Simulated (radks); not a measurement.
# Dy⁴⁺ in [Xe] 4f8: an all-electron calculation

Aim: the levels, the sizes of the orbitals and the parts of the energy of the dysprosium ion Dy4+.

The numbers are computed with radks (a radial shooting solver on a logarithmic mesh, Libxc functionals) version 1 (scalar-relativistic Kohn-Sham, LDA (Slater exchange, Perdew-Wang correlation), spin-polarised, spherical densities, finite nucleus; open shells are filled with parallel spins first), except any that are marked as measured or tabulated.

## (1) The system

```
element            : dysprosium (Z = 66)
charge             : +4
electrons          : 62
configuration      : [Xe] 4f8
nuclear rms radius : 5.2218 fm
```

The outer shells:

Dy⁴⁺
```
[Xe] core
4f [↑↓][↑ ][↑ ][↑ ][↑ ][↑ ][↑ ]
```

## (2) The run

Settings of this run:

```text
Z 66
configuration [Xe] 4f8 6s0 5d0
relativity scalar-relativistic
functional lda,pw
spin polarised
nucleus finite rms 5.2218 fm
c 137.035999084
```

What does the calculation give?

The runs gave:

```
                        quantity                     value
                    total energy       -12145.2659 hartree
exchange-correlation share of it                    2.09 %
                            −T/E                    1.0784
          highest occupied level       4f down, -52.444 eV
    most extended occupied level  5p down, <r> = 1.44 bohr
 radius at density 0.001 e/bohr³                 3.03 bohr
    maxima of the radial density                         4
         ionisation energy, NIST       62.1 (semi-emp.) eV
```

**Reading.** 5 principal shells are occupied and 4 maxima appear in the radial density; where shells overlap, one shows as a shoulder or not at all. Relativity lifts −T/E to 1.078. The top level binds by 52.444 eV, 84 % of the NIST ionisation energy of 62.1 eV; the potential of a semilocal functional falls off too fast, so its top eigenvalue is too shallow. Open shells are spherical and high-spin; term and fine-structure splittings are not resolved. Spin-orbit splitting is averaged out at the scalar-relativistic level.
